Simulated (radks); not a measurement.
**Kr⁺ in [Ar] 3d10 4s1 4p5 5s1: an all-electron calculation**

What are the levels of the krypton ion Kr+, how large are its shells, and how does its energy divide?

Program: radks (a radial shooting solver on a logarithmic mesh, Libxc functionals) version 1. Level of theory: Dirac Kohn-Sham, PBE, spin-unpolarised, spherical densities, finite nucleus; open shells are shared between the two j in proportion to 2j + 1. These are calculated values, not measurements, unless marked.

**1. What is computed**

* element: krypton (Z = 36)
* charge: +1
* electrons: 35
* configuration: [Ar] 3d10 4s1 4p5 5s1
* nuclear rms radius: 4.1884 fm

The outer shells:

Kr⁺
```
[Ar] core
3d [↑↓][↑↓][↑↓][↑↓][↑↓]
4s [↑ ]
4p [↑↓][↑↓][↑ ]
5s [↑ ]
```

**2. The run**

Input:

```text
Z 36
configuration [Ar] 3d10 4s1 4p5 5s1 4d0 5p0 6s0 4f0
relativity Dirac
functional pbe,pbe
spin unpolarised
j_filling average
nucleus finite rms 4.1884 fm
c 137.035999084
```

Launch:

```sh
$ python run_ks.py task.json out
```

This one command runs every case of the session in turn.

What does the calculation give?

The runs gave:

```
                        quantity                   value
                    total energy     -2788.82745 hartree
exchange-correlation share of it                  3.44 %
                            −T/E                  1.0269
          highest occupied level        5s1/2, -7.852 eV
    most extended occupied level  5s1/2, <r> = 4.15 bohr
 radius at density 0.001 e/bohr³               4.61 bohr
    maxima of the radial density                       3
```

What this shows: 5 principal shells are occupied and 3 maxima appear in the radial density; where shells overlap, one shows as a shoulder or not at all. −T/E is 1.027: with relativity the kinetic term as defined here no longer equals −E. This is not the tabulated ground configuration, so its levels and sizes aren't those of the ground state, and no measured value stands beside it.
